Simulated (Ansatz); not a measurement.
## Molecular dynamics of WC

The input (input.yaml):

```yaml
crystal:
  lattice:
    - [-2.995243, -5.187914, 0.0]
    - [4.492865, -2.593957, 0.0]
    - [0.0, 0.0, 5.860605]
  atoms:
    - { symbol: W, position: [0.75, 0.5, 0.0] }
    - { symbol: C, position: [0.5, 0.6666667, 0.25] }
    - { symbol: W, position: [0.75, 0.5, 0.5] }
    - { symbol: C, position: [0.5, 0.6666667, 0.75] }
    - { symbol: W, position: [0.5, 0.0, 0.0] }
    - { symbol: C, position: [0.25, 0.1666667, 0.25] }
    - { symbol: W, position: [0.5, 0.0, 0.5] }
    - { symbol: C, position: [0.25, 0.1666667, 0.75] }
    - { symbol: W, position: [0.25, 0.5, 0.0] }
    - { symbol: C, position: [0.0, 0.6666667, 0.25] }
    - { symbol: W, position: [0.25, 0.5, 0.5] }
    - { symbol: C, position: [0.0, 0.6666667, 0.75] }
    - { symbol: W, position: [0.0, 0.0, 0.0] }
    - { symbol: C, position: [0.75, 0.1666667, 0.25] }
    - { symbol: W, position: [0.0, 0.0, 0.5] }
    - { symbol: C, position: [0.75, 0.1666667, 0.75] }
basis:
  ecutwfc: 420.0
kpoints:
  mp_grid: { grid: [2, 2, 2] }
hamiltonian:
  xc: lda
  pseudopotentials: { kind: paw, azcp: { folder: soft_1 } }
scf:
  occupations: { method: fermi_dirac, width: 0.002 }
  lower_state_search: "off"
  max_iter: 85
md:
  timestep: 0.75
  n_steps: 200
  ensemble: nve
  temperature: 7000.0
  initial_velocities: maxwell_boltzmann
  seed: 579228
```

Command:

```bash
$ ansatz run input.yaml --threads 1 --pin off --max-ram 3072MiB --backend cpu --events-out ev --progress --plain --runs-dir out
```

It starts from a structure without forces on its atoms.

Output, in part (step lines):

```
md step     0: t =     0.00 fs  T =  7000.0 K  F+E_penalty+E_count = -82989.97641054 eV  E_kin = 13.572300 eV  conserved = -82976.40411066 eV  (11 SCF iters)
md step     1: t =     0.75 fs  T =  6978.1 K  F+E_penalty+E_count = -82989.94155253 eV  E_kin = 13.529779 eV  conserved = -82976.41177331 eV  (7 SCF iters)
md step     2: t =     1.50 fs  T =  6907.8 K  F+E_penalty+E_count = -82989.80507613 eV  E_kin = 13.393482 eV  conserved = -82976.41159373 eV  (6 SCF iters)
md step     3: t =     2.25 fs  T =  6786.5 K  F+E_penalty+E_count = -82989.56832036 eV  E_kin = 13.158354 eV  conserved = -82976.40996597 eV  (8 SCF iters)
md step     4: t =     3.00 fs  T =  6619.5 K  F+E_penalty+E_count = -82989.24529663 eV  E_kin = 12.834597 eV  conserved = -82976.41069938 eV  (6 SCF iters)
md step     5: t =     3.75 fs  T =  6412.7 K  F+E_penalty+E_count = -82988.84468611 eV  E_kin = 12.433617 eV  conserved = -82976.41106874 eV  (6 SCF iters)
md step     6: t =     4.50 fs  T =  6167.8 K  F+E_penalty+E_count = -82988.36922755 eV  E_kin = 11.958761 eV  conserved = -82976.41046689 eV  (7 SCF iters)
md step     7: t =     5.25 fs  T =  5887.0 K  F+E_penalty+E_count = -82987.82389502 eV  E_kin = 11.414287 eV  conserved = -82976.40960841 eV  (5 SCF iters)
[... lines left out ...]
md step   199: t =   149.25 fs  T =  3141.3 K  F+E_penalty+E_count = -82982.49654969 eV  E_kin = 6.090586 eV  conserved = -82976.40596371 eV  (5 SCF iters)
md step   200: t =   150.00 fs  T =  3163.6 K  F+E_penalty+E_count = -82982.53990192 eV  E_kin = 6.133945 eV  conserved = -82976.40595695 eV  (6 SCF iters)
```

The steps, from the saved trajectory:

```tsv
time (fs)	T (K)	potential energy less start (eV)	conserved less start (meV/atom)
0	7000	0.000	0.00
4.5	6168	1.607	-0.40
9	4238	5.355	0.00
13.5	2832	8.085	0.24
18	2843	8.060	0.07
22.5	3464	6.853	-0.21
27	3497	6.789	-0.25
31.5	2753	8.234	-0.08
36	1961	9.771	0.05
40.5	1706	10.264	0.00
45	1769	10.140	-0.11
49.5	1624	10.421	-0.11
54	1297	11.058	0.00
58.5	1234	11.181	0.02
63	1512	10.640	-0.05
67.5	1823	10.036	-0.12
72	1853	9.977	-0.12
76.5	1584	10.499	-0.05
81	1343	10.968	0.03
85.5	1457	10.747	0.04
90	1978	9.736	-0.08
94.5	2425	8.868	-0.13
99	2515	8.694	-0.08
103.5	2382	8.954	-0.04
108	2244	9.221	0.01
112.5	2302	9.108	-0.02
117	2486	8.751	-0.06
121.5	2629	8.474	-0.08
126	2595	8.539	-0.08
130.5	2385	8.948	-0.02
135	2265	9.180	0.02
139.5	2428	8.864	0.00
144	2794	8.155	-0.06
148.5	3111	7.539	-0.11
```

All steps were run. The conserved energy stayed within 0.48 meV per atom of its start (net change -0.12 meV per atom), so the integration is sound. A run of 0.15 ps of so small a system gives no equilibrium averages. The smearing is very narrow for this mesh. Limits of this set-up: coarse k mesh, PAW files made for another functional.

Mean squared displacements from the first frame to the last, about the centre of mass: W 0.03 Å², C 0.27 Å².

Last frame:

```xyz
16
Lattice="-2.9952 -5.1879 0.0000 4.4929 -2.5940 0.0000 0.0000 0.0000 5.8606" Properties=species:S:1:pos:R:3
W -0.234 -5.043 0.116
C 1.468 -4.288 1.478
W -0.050 -5.252 2.969
C 1.628 -4.341 4.308
W -1.419 -2.699 0.035
C -0.042 -1.547 1.546
W -1.578 -2.691 3.015
C 0.995 -0.851 4.308
W 1.547 -2.472 -0.182
C 2.978 -1.765 1.544
W 1.570 -2.627 2.866
C 3.100 -2.066 4.182
W -0.009 -0.075 0.121
C -1.501 -4.313 1.539
W 0.077 0.050 2.793
C -1.155 -4.170 4.346
```

Time of the run: 14 min on 1 thread of Arm Neoverse V2 (shared host), peak memory 0.5 GiB.
